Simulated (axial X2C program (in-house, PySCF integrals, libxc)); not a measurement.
**TeH: from the state search to constants**

Aim: find the lowest determinant of TeH, scan the bond at several levels and fit the constants, once spin-free and once with spin–orbit coupling.

Computed with an in-house X2C program for linear molecules on PySCF integrals. Level: all-electron X2C, Te dyall-cv3z, H dyall-v3z.

All values are calculated.

## 1. The job

Input file task.json:

```json
{
 "zs": [
  52,
  1
 ],
 "q": 0,
 "bas": [
  "dyall-cv3z",
  "dyall-v3z"
 ],
 "levels": [
  "PBE0",
  "HF",
  "B97-3"
 ],
 "cc": true,
 "r0": 1.68,
 "thr": -1.0,
 "nmax": 90,
 "npts": 10,
 "nst": 2,
 "ntry": 6
}
```

Keys: zs atomic numbers; q charge; bas basis sets; levels methods (HF also brings MP2); cc coupled cluster on or off; r0 starting distance in Å; thr threshold in hartree for freezing inner shells (an s shell follows its p shell); nmax most natural virtual spinors; npts points asked for on the curve; nst determinants followed; ntry starts of the search.

On the command line:

```bash
python so2c.py task.json out
```

Spin-free means the one-electron spin-free X2C Hamiltonian; two-component (2c) means X2C with spin–orbit coupling and atomic mean-field two-electron Coulomb and Gaunt terms. Basis: Te dyall-cv3z contracted to [11s12p8d4f1g], H dyall-v3z contracted to [6s2p1d]; Gaussian nuclei, density fitting. Masses: Te 129.906 u, H 1.008 u.

Notation: σ, π±, δ± give the projection m of an orbital's angular momentum (0, ±1, ±2), α and β its spin, Λ and M_S the sums; ω is the projection of a spinor's total angular momentum and Ω the sum. Logs are in hartree.

The results follow Hamiltonian by Hamiltonian and level by level.

## 2. Which state to follow

Determinants are compared with PBE0 at 1.680 Å.

Spin-free determinants:

| ΔE (eV) | state | open shells |
| --- | --- | --- |
| 0.00 | M_S = 1/2, Λ = 1 | beyond closed shells: π+α, π+β, π-α |
| 3.55 | M_S = 1/2, Λ = 0 | beyond closed shells: σα |
| 3.80 | M_S = 3/2, Λ = 0 | beyond closed shells: σα, π+α, π-α |
| 4.21 | M_S = 1/2, Λ = 0 | beyond closed shells: σβ, π+α, π-α |
| 4.97 | M_S = 1/2, Λ = 2 | beyond closed shells: σα, π+α, π+β |
| 4.97 | M_S = 1/2, Λ = 0 | beyond closed shells: σα, π+β, π-α |

Two-component determinants:

```json
{"ΔE (eV)": "0.00", "state": "Ω = 3/2", "open shells": "excess of +ω over −ω: ω = 3/2"}
{"ΔE (eV)": "0.49", "state": "Ω = 1/2", "open shells": "excess of +ω over −ω: ω = 1/2"}
{"ΔE (eV)": "4.44", "state": "Ω = 1/2", "open shells": "excess of +ω over −ω: 2 × ω = -1/2, ω = 3/2"}
{"ΔE (eV)": "4.69", "state": "Ω = 1/2", "open shells": "excess of +ω over −ω: ω = 1/2"}
{"ΔE (eV)": "5.16", "state": "Ω = 5/2", "open shells": "excess of +ω over −ω: 2 × ω = 1/2, ω = 3/2"}
```

## 3. PBE0, spin-free

State followed: M_S = 1/2, Λ = 1 (beyond closed shells: π+α, π+β, π-α). The scan is laid around 1.665 Å, a first estimate of the minimum, and this SCF restarts from the orbitals of the search.

The SCF at the reference distance of 1.665 Å:

```text
spin-free X2C-1e  PBE0
basis functions 141  fitting functions 725  grid points 5074
iter        total energy     max residual
   1      -6793.990741722     5.18e-01
   2      -6794.048295595     1.84e-03
   3      -6794.048320742     1.24e-03
   4      -6794.048333987     2.31e-04
   5      -6794.048334367     6.32e-05
   6      -6794.048334426     2.48e-05
   7      -6794.048334431     1.15e-06
   8      -6794.048334431     4.84e-07
converged
one-electron -9354.88363529  Coulomb 2721.97207295  exact exchange -43.77765630  xc functional -133.88597162  nuclear repulsion 16.52685584
```

Along the bond, energies from the lowest point:

| R (Å) | E (eV) | μ (D) | HOMO (eV) | LUMO (eV) | iterations |
| --- | --- | --- | --- | --- | --- |
| 1.449 | 0.5204 | 0.39 | -6.42 | -4.39 | 9 |
| 1.515 | 0.2191 | 0.32 | -6.42 | -4.39 | 9 |
| 1.565 | 0.0863 | 0.27 | -6.41 | -4.38 | 8 |
| 1.615 | 0.0174 | 0.22 | -6.41 | -4.38 | 8 |
| 1.665 | 0.0000 | 0.17 | -6.41 | -4.38 | 8 |
| 1.723 | 0.0316 | 0.12 | -6.41 | -4.38 | 9 |
| 1.782 | 0.1069 | 0.06 | -6.41 | -4.38 | 10 |
| 1.857 | 0.2515 | -0.01 | -6.42 | -4.39 | 10 |
| 1.948 | 0.4786 | -0.09 | -6.42 | -4.39 | 11 |
| 2.081 | 0.8662 | -0.21 | -6.44 | -4.41 | 11 |

Dipoles are positive if H is the positive end.

Outer orbitals at the reference distance:

```
symmetry  occupied  ε (eV)             atomic character
      σα       yes  -17.80    75% Te s, 20% H s, 5% H p
      σβ       yes  -16.93    72% Te s, 22% H s, 5% H p
      σα       yes  -10.20  54% Te p, 33% H s, 10% Te s
      σβ       yes   -9.97  53% Te p, 32% H s, 12% Te s
     π-α       yes   -7.28             97% Te p, 3% H p
     π+α       yes   -7.28             97% Te p, 3% H p
     π+β       yes   -6.41             97% Te p, 3% H p
     π-β        no   -4.38             97% Te p, 3% H p
      σα        no   -0.52  31% H s, 26% Te p, 21% Te d
      σβ        no   -0.33  32% H s, 26% Te p, 19% Te d
      σα        no    1.85  58% H s, 18% Te s, 14% Te d
```

PBE0 fields in the half plane through the axis: z from -2.4 to 3.9 Å across, distance from the axis 0.15 to 2.25 Å upwards; Te lies at z = 0 and H at z = 1.665 Å; the ELF is damped to zero where the density is low.

log10 density (e/bohr³). Ten even steps from '0' (-5.71 ) to '9' (1.83 ):
```
1223333343333322211000
2233344444443332221100
2233444555444433322110
2334455555554443332211
2344555665555544433211
3344556666655555433221
3345566787666655443221
3345567898766665543321
```

ELF. Ten even steps from ' ' (0.00 ) to '@' (1.00 ):
```
        ..--==++++==--..                    
      ::==++**####**++--..                  
    ..--++####%%%%##**==::....              
    ::==**##%%%%%%##**++--------::          
    ::++######**++++++++++++**##**--        
  ..--++##**--::::::::==##%%@@@@@@##--      
  ..--++**==::**##**::--%%@@@@@@@@@@++      
  ..--++**--==++##++==::@@@@@@@@@@@@**..    
```

Re = 1.659 Å, ωe = 2151 cm⁻¹, ωexe = 31.1 cm⁻¹, Be = 6.123 cm⁻¹, De = 2.88 eV, μ = 0.18 D.

## 4. HF, spin-free

Output at 1.665 Å:

```text
spin-free X2C-1e  HF
basis functions 141  fitting functions 725  grid points 5074
iter        total energy     max residual
   1      -6791.495331725     2.51e-01
   2      -6791.512218607     5.81e-03
   3      -6791.512626122     1.64e-03
   4      -6791.512678054     7.51e-04
   5      -6791.512690731     2.70e-04
   6      -6791.512693850     8.51e-05
   7      -6791.512694330     2.75e-05
   8      -6791.512694379     1.26e-05
   9      -6791.512694385     8.07e-06
  10      -6791.512694388     5.35e-06
  11      -6791.512694389     2.60e-06
converged
one-electron -9353.71038864  Coulomb 2720.83294684  exact exchange -175.16210843  xc functional 0.00000000  nuclear repulsion 16.52685584
```

Re = 1.647 Å, ωe = 2253 cm⁻¹, ωexe = 29.1 cm⁻¹, Be = 6.218 cm⁻¹, De = 1.77 eV, μ = 0.24 D.

## 5. B97-3, spin-free

Output at 1.665 Å:

```text
spin-free X2C-1e  B97-3
basis functions 141  fitting functions 725  grid points 5074
iter        total energy     max residual
   1      -6794.013732512     5.60e-02
   2      -6794.014128119     1.81e-03
   3      -6794.014141223     7.68e-04
   4      -6794.014151682     4.36e-04
   5      -6794.014152915     1.14e-04
   6      -6794.014152989     6.23e-06
   7      -6794.014152990     4.78e-06
converged
one-electron -9354.91578633  Coulomb 2722.00674566  exact exchange -47.15587381  xc functional -130.47609434  nuclear repulsion 16.52685584
```

Re = 1.661 Å, ωe = 2144 cm⁻¹, ωexe = 31.3 cm⁻¹, Be = 6.11 cm⁻¹, De = 2.89 eV, μ = 0.14 D.

## 6. Correlated methods, spin-free

Correlated methods: 7 electrons correlated (frozen shells, counted by type: Te 4 s, 3 p, 2 d; H none), 179 virtual spinors in MP2, 80 natural virtuals in coupled cluster.

Output of the correlated part at 1.665 Å:

```text
correlated 7  virtual 179  natural virtual 80  E(MP2) -0.122688606  MP2 remainder -0.002538949
iter   CCSD correlation   residual
   1     -0.136103112   9.25e-02
   2     -0.141348570   3.14e-02
   3     -0.141604656   7.06e-03
   4     -0.141660389   2.14e-03
   5     -0.141654295   6.84e-04
   6     -0.141655470   2.25e-04
   7     -0.141656097   7.68e-05
   8     -0.141655711   2.59e-05
   9     -0.141655655   7.90e-06
  10     -0.141655696   2.16e-06
  11     -0.141655723   6.69e-07
  12     -0.141655728   2.45e-07
(T) -0.004763617  T1 0.0129  D1 0.0209  max T2 0.097
```

T1 in the output is the amplitude norm over the root of the electron number; divide by √2 for the Lee–Taylor value.

MP2: Re = 1.652 Å, ωe = 2209 cm⁻¹, Be = 6.173 cm⁻¹, De = 2.72 eV.

CCSD: Re = 1.661 Å, ωe = 2144 cm⁻¹, ωexe = 35.4 cm⁻¹, Be = 6.108 cm⁻¹, De = 2.84 eV. T1 at Re = 0.009 (Lee–Taylor, the printed value over √2).

CCSD(T): Re = 1.664 Å, ωe = 2128 cm⁻¹, ωexe = 36.3 cm⁻¹, Be = 6.09 cm⁻¹, De = 2.88 eV. T1 at Re = 0.009 (Lee–Taylor, the printed value over √2).

## 7. The spin-free curves together

Energy (eV) of the followed determinant, spin-free, from each level's lowest point:

| R (Å) | PBE0 | HF | MP2 | CCSD | CCSD(T) | B97-3 |
| --- | --- | --- | --- | --- | --- | --- |
| 1.449 | 0.520 | 0.490 | 0.508 | n/a | n/a | 0.528 |
| 1.515 | 0.219 | 0.193 | 0.207 | 0.227 | 0.232 | 0.224 |
| 1.565 | 0.086 | 0.067 | 0.077 | 0.091 | 0.094 | 0.090 |
| 1.615 | 0.017 | 0.007 | 0.012 | 0.019 | 0.021 | 0.019 |
| 1.665 | 0.000 | 0.000 | 0.000 | 0.000 | 0.000 | 0.000 |
| 1.723 | 0.032 | 0.046 | 0.039 | 0.030 | 0.027 | 0.030 |
| 1.782 | 0.107 | 0.138 | 0.123 | 0.102 | 0.097 | 0.103 |
| 1.857 | 0.251 | 0.306 | 0.279 | 0.242 | 0.233 | 0.246 |
| 1.948 | 0.479 | 0.561 | 0.527 | n/a | n/a | 0.471 |
| 2.081 | 0.866 | 0.957 | 1.047 | n/a | n/a | 0.855 |

## 8. PBE0, 2c

State followed: Ω = 3/2 (excess of +ω over −ω: ω = 3/2). The scan is laid around 1.665 Å, a first estimate of the minimum, and this SCF restarts from the orbitals of the search.

Output at 1.665 Å:

```text
two-component X2C + atomic mean field  PBE0
basis functions 141  fitting functions 725  grid points 5074
iter        total energy     max residual
   1      -6791.146888312     5.22e-01
   2      -6791.204667603     1.85e-03
   3      -6791.204692923     1.25e-03
   4      -6791.204706600     2.34e-04
   5      -6791.204706988     6.43e-05
   6      -6791.204707050     2.46e-05
   7      -6791.204707055     1.93e-06
   8      -6791.204707055     1.02e-06
converged
one-electron -9346.68238762  Coulomb 2720.55811108  exact exchange -43.75153543  xc functional -133.81118333  nuclear repulsion 16.52685584  atomic mean-field constant -4.04456759
```

Along the bond, energies from the lowest point:

| R (Å) | E (eV) | μ (D) | HOMO (eV) | LUMO (eV) | iterations |
| --- | --- | --- | --- | --- | --- |
| 1.449 | 0.5316 | 0.38 | -6.63 | -4.12 | 9 |
| 1.515 | 0.2272 | 0.30 | -6.63 | -4.12 | 9 |
| 1.565 | 0.0919 | 0.25 | -6.63 | -4.12 | 8 |
| 1.615 | 0.0202 | 0.19 | -6.62 | -4.11 | 8 |
| 1.665 | 0.0000 | 0.14 | -6.63 | -4.11 | 8 |
| 1.723 | 0.0280 | 0.08 | -6.63 | -4.11 | 10 |
| 1.782 | 0.0995 | 0.01 | -6.63 | -4.12 | 10 |
| 1.857 | 0.2388 | -0.07 | -6.64 | -4.12 | 10 |
| 1.948 | 0.4590 | -0.16 | -6.65 | -4.13 | 11 |
| 2.081 | 0.8356 | -0.31 | -6.67 | -4.15 | 11 |

Dipoles are positive if H is the positive end.

Outer spinors at the reference distance:

```
   ω  occupied  ε (eV)             atomic character    λ mixture
 1/2       yes  -17.73    75% Te s, 20% H s, 5% H p       100% σ
-1/2       yes  -16.89    72% Te s, 22% H s, 5% H p       100% σ
 1/2       yes  -10.18  55% Te p, 32% H s, 10% Te s  99% σ, 1% π
-1/2       yes   -9.96  54% Te p, 32% H s, 12% Te s  98% σ, 2% π
-1/2       yes   -7.48             96% Te p, 3% H p  98% π, 2% σ
 3/2       yes   -6.97             97% Te p, 3% H p       100% π
 1/2       yes   -6.63             96% Te p, 3% H p  99% π, 1% σ
-3/2        no   -4.11             97% Te p, 3% H p       100% π
 1/2        no   -0.49  31% H s, 26% Te p, 21% Te d       100% σ
-1/2        no   -0.30  32% H s, 27% Te p, 19% Te d       100% σ
 1/2        no    1.86  58% H s, 18% Te s, 14% Te d       100% σ
```

PBE0 fields in the half plane through the axis: z from -2.4 to 3.9 Å across, distance from the axis 0.15 to 2.25 Å upwards; Te lies at z = 0 and H at z = 1.665 Å; the ELF is damped to zero where the density is low.

log10 density (e/bohr³). Ten even steps from '0' (-5.69 ) to '9' (1.83 ):
```
1223333333333322211000
2233344444443332221100
2233444554444433322110
2334455555554443332211
2344555665555544433211
3344556666655554433221
3345566787666655443221
3345567898766665543321
```

ELF. Ten even steps from '0' (0.00 ) to '9' (1.00 ):
```
0000134554310000000000
0002456776531000000000
0013577887642110000000
0024678887643333210000
0025777655555567631000
0135764222247899973000
0135642676238999995000
0135634575429999996100
```

Re = 1.663 Å, ωe = 2130 cm⁻¹, ωexe = 31.7 cm⁻¹, Be = 6.097 cm⁻¹, De = 2.86 eV, μ = 0.14 D.

## 9. HF, 2c

Output at 1.665 Å:

```text
two-component X2C + atomic mean field  HF
basis functions 141  fitting functions 725  grid points 5074
iter        total energy     max residual
   1      -6788.648130023     2.73e-01
   2      -6788.664967786     5.85e-03
   3      -6788.665371641     1.65e-03
   4      -6788.665423063     7.51e-04
   5      -6788.665435563     2.54e-04
   6      -6788.665438693     8.81e-05
   7      -6788.665439254     3.13e-05
   8      -6788.665439354     1.99e-05
   9      -6788.665439386     1.13e-05
  10      -6788.665439395     6.60e-06
  11      -6788.665439398     2.87e-06
  12      -6788.665439398     9.24e-07
converged
one-electron -9345.50771010  Coulomb 2719.41722160  exact exchange -175.05723914  xc functional 0.00000000  nuclear repulsion 16.52685584  atomic mean-field constant -4.04456759
```

Re = 1.650 Å, ωe = 2234 cm⁻¹, ωexe = 29.8 cm⁻¹, Be = 6.194 cm⁻¹, De = 1.76 eV, μ = 0.20 D.

## 10. B97-3, 2c

Output at 1.665 Å:

```text
two-component X2C + atomic mean field  B97-3
basis functions 141  fitting functions 725  grid points 5074
iter        total energy     max residual
   1      -6791.170272880     5.63e-02
   2      -6791.170683361     1.81e-03
   3      -6791.170696561     7.66e-04
   4      -6791.170706995     4.34e-04
   5      -6791.170708209     1.14e-04
   6      -6791.170708285     6.46e-06
   7      -6791.170708286     4.91e-06
converged
one-electron -9346.71749218  Coulomb 2720.59580373  exact exchange -47.12774634  xc functional -130.40356174  nuclear repulsion 16.52685584  atomic mean-field constant -4.04456759
```

Re = 1.665 Å, ωe = 2122 cm⁻¹, ωexe = 31.9 cm⁻¹, Be = 6.083 cm⁻¹, De = 2.83 eV, μ = 0.10 D.

## 11. MP2 and beyond, 2c

Correlated methods: 7 electrons correlated (frozen shells, counted by type: Te 4 s, 3 p, 2 d; H none), 179 virtual spinors in MP2, 80 natural virtuals in coupled cluster.

Output of the correlated part at 1.665 Å:

```text
correlated 7  virtual 179  natural virtual 80  E(MP2) -0.122118164  MP2 remainder -0.002536592
iter   CCSD correlation   residual
   1     -0.135483291   9.17e-02
   2     -0.140663387   3.09e-02
   3     -0.140911037   6.88e-03
   4     -0.140964473   2.07e-03
   5     -0.140958544   6.39e-04
   6     -0.140959766   2.02e-04
   7     -0.140960395   7.00e-05
   8     -0.140960063   2.46e-05
   9     -0.140960012   8.02e-06
  10     -0.140960051   2.64e-06
  11     -0.140960082   1.01e-06
  12     -0.140960086   3.86e-07
(T) -0.004674751  T1 0.0127  D1 0.0204  max T2 0.095
```

MP2: Re = 1.655 Å, ωe = 2191 cm⁻¹, Be = 6.152 cm⁻¹, De = 2.66 eV.

CCSD: Re = 1.664 Å, ωe = 2125 cm⁻¹, ωexe = 35.9 cm⁻¹, Be = 6.085 cm⁻¹, De = 2.77 eV. T1 at Re = 0.009 (Lee–Taylor, the printed value over √2).

CCSD(T): Re = 1.667 Å, ωe = 2110 cm⁻¹, ωexe = 36.8 cm⁻¹, Be = 6.067 cm⁻¹, De = 2.81 eV. T1 at Re = 0.009 (Lee–Taylor, the printed value over √2).

## 12. A higher determinant, 2c

State: Ω = 1/2 (excess of +ω over −ω: ω = 1/2).

Output at the reference distance:

```text
two-component X2C + atomic mean field  PBE0
basis functions 141  fitting functions 725  grid points 5074
iter        total energy     max residual
   1      -6791.129084500     5.24e-01
   2      -6791.186732664     1.86e-03
   3      -6791.186757677     1.24e-03
   4      -6791.186770966     2.38e-04
   5      -6791.186771362     6.58e-05
   6      -6791.186771425     2.42e-05
   7      -6791.186771430     2.20e-06
   8      -6791.186771430     1.18e-06
converged
one-electron -9346.36301742  Coulomb 2720.24960541  exact exchange -43.74989468  xc functional -133.80575299  nuclear repulsion 16.52685584  atomic mean-field constant -4.04456759
```

| R (Å) | E above the lowest PBE0 point (eV) |
| --- | --- |
| 1.449 | 1.013 |
| 1.515 | 0.710 |
| 1.565 | 0.577 |
| 1.615 | 0.507 |
| 1.665 | 0.488 |
| 1.723 | 0.518 |
| 1.782 | 0.592 |
| 1.857 | 0.734 |
| 1.948 | 0.958 |

Re = 1.661 Å, ωe = 2142 cm⁻¹, ωexe = 31.6 cm⁻¹, Be = 6.113 cm⁻¹, μ = 0.19 D. Te = 0.49 eV.

## 13. The 2c curves together

Energy (eV) of the followed determinant, 2c, from each level's lowest point:

| R (Å) | PBE0 | HF | MP2 | CCSD | CCSD(T) | B97-3 |
| --- | --- | --- | --- | --- | --- | --- |
| 1.449 | 0.532 | 0.501 | 0.518 | n/a | n/a | 0.540 |
| 1.515 | 0.227 | 0.201 | 0.214 | 0.234 | 0.239 | 0.232 |
| 1.565 | 0.092 | 0.072 | 0.082 | 0.096 | 0.099 | 0.095 |
| 1.615 | 0.020 | 0.009 | 0.014 | 0.022 | 0.024 | 0.022 |
| 1.665 | 0.000 | 0.000 | 0.000 | 0.000 | 0.000 | 0.000 |
| 1.723 | 0.028 | 0.043 | 0.036 | 0.026 | 0.024 | 0.026 |
| 1.782 | 0.099 | 0.131 | 0.116 | 0.096 | 0.091 | 0.096 |
| 1.857 | 0.239 | 0.293 | 0.268 | 0.231 | 0.223 | 0.233 |
| 1.948 | 0.459 | 0.543 | 0.508 | n/a | n/a | 0.451 |
| 2.081 | 0.836 | 0.931 | 1.021 | n/a | n/a | 0.823 |

Time for the job: 54 s (1 thread of Intel Xeon Platinum 8488C (Sapphire Rapids), shared host).

## 14. Constants

Lowest determinant that the search found at its distance, spin-free: M_S = 1/2, Λ = 1 (beyond closed shells: π+α, π+β, π-α).

Lowest determinant that the search found at its distance, 2c: Ω = 3/2 (excess of +ω over −ω: ω = 3/2).

```json
{"Hamiltonian": "spin-free", "level": "PBE0", "Re (Å)": "1.659", "ωe (cm⁻¹)": "2151", "De (eV)": "2.88", "μ (D)": "0.18"}
{"Hamiltonian": "spin-free", "level": "HF", "Re (Å)": "1.647", "ωe (cm⁻¹)": "2253", "De (eV)": "1.77", "μ (D)": "0.24"}
{"Hamiltonian": "spin-free", "level": "MP2", "Re (Å)": "1.652", "ωe (cm⁻¹)": "2209", "De (eV)": "2.72", "μ (D)": "n/a"}
{"Hamiltonian": "spin-free", "level": "CCSD", "Re (Å)": "1.661", "ωe (cm⁻¹)": "2144", "De (eV)": "2.84", "μ (D)": "n/a"}
{"Hamiltonian": "spin-free", "level": "CCSD(T)", "Re (Å)": "1.664", "ωe (cm⁻¹)": "2128", "De (eV)": "2.88", "μ (D)": "n/a"}
{"Hamiltonian": "spin-free", "level": "B97-3", "Re (Å)": "1.661", "ωe (cm⁻¹)": "2144", "De (eV)": "2.89", "μ (D)": "0.14"}
{"Hamiltonian": "2c", "level": "PBE0", "Re (Å)": "1.663", "ωe (cm⁻¹)": "2130", "De (eV)": "2.86", "μ (D)": "0.14"}
{"Hamiltonian": "2c", "level": "HF", "Re (Å)": "1.650", "ωe (cm⁻¹)": "2234", "De (eV)": "1.76", "μ (D)": "0.20"}
{"Hamiltonian": "2c", "level": "MP2", "Re (Å)": "1.655", "ωe (cm⁻¹)": "2191", "De (eV)": "2.66", "μ (D)": "n/a"}
{"Hamiltonian": "2c", "level": "CCSD", "Re (Å)": "1.664", "ωe (cm⁻¹)": "2125", "De (eV)": "2.77", "μ (D)": "n/a"}
{"Hamiltonian": "2c", "level": "CCSD(T)", "Re (Å)": "1.667", "ωe (cm⁻¹)": "2110", "De (eV)": "2.81", "μ (D)": "n/a"}
{"Hamiltonian": "2c", "level": "B97-3", "Re (Å)": "1.665", "ωe (cm⁻¹)": "2122", "De (eV)": "2.83", "μ (D)": "0.10"}
```

Dipoles are positive if H is the positive end.

Time per point (s) on 1 thread of Intel Xeon Platinum 8488C (Sapphire Rapids), shared host (2c runs; CCSD comes with the CCSD(T) run); the times are rough: PBE0 0.35, HF 0.22, MP2 0.26, CCSD(T) 1.6, B97-3 0.35.

In words: At CCSD(T), going from spin-free to two-component changes Re by +3 mÅ, ωe by -0.9 %, which is small (part of it comes from the scalar share of the two-electron terms). De moves by -0.07 eV; both De rest on single-determinant atoms, which can miss part of an open shell's spin–orbit lowering.

De refers to Te + H, each in the lowest determinant found, which need not be this curve's own limit. The state is a single determinant with fixed occupations, the lowest that a limited PBE0 search found. Dissociation energies refer to the lowest single-determinant-based atoms at the same level and basis. Density functionals use the spin component along the axis (collinear). Coupled cluster ran in a truncated set of natural virtual spinors; the MP2 energy of the rest was added. With the outer-core shells frozen, correlated bond lengths of heavy atoms tend to come out a few hundredths of an ångström too long.
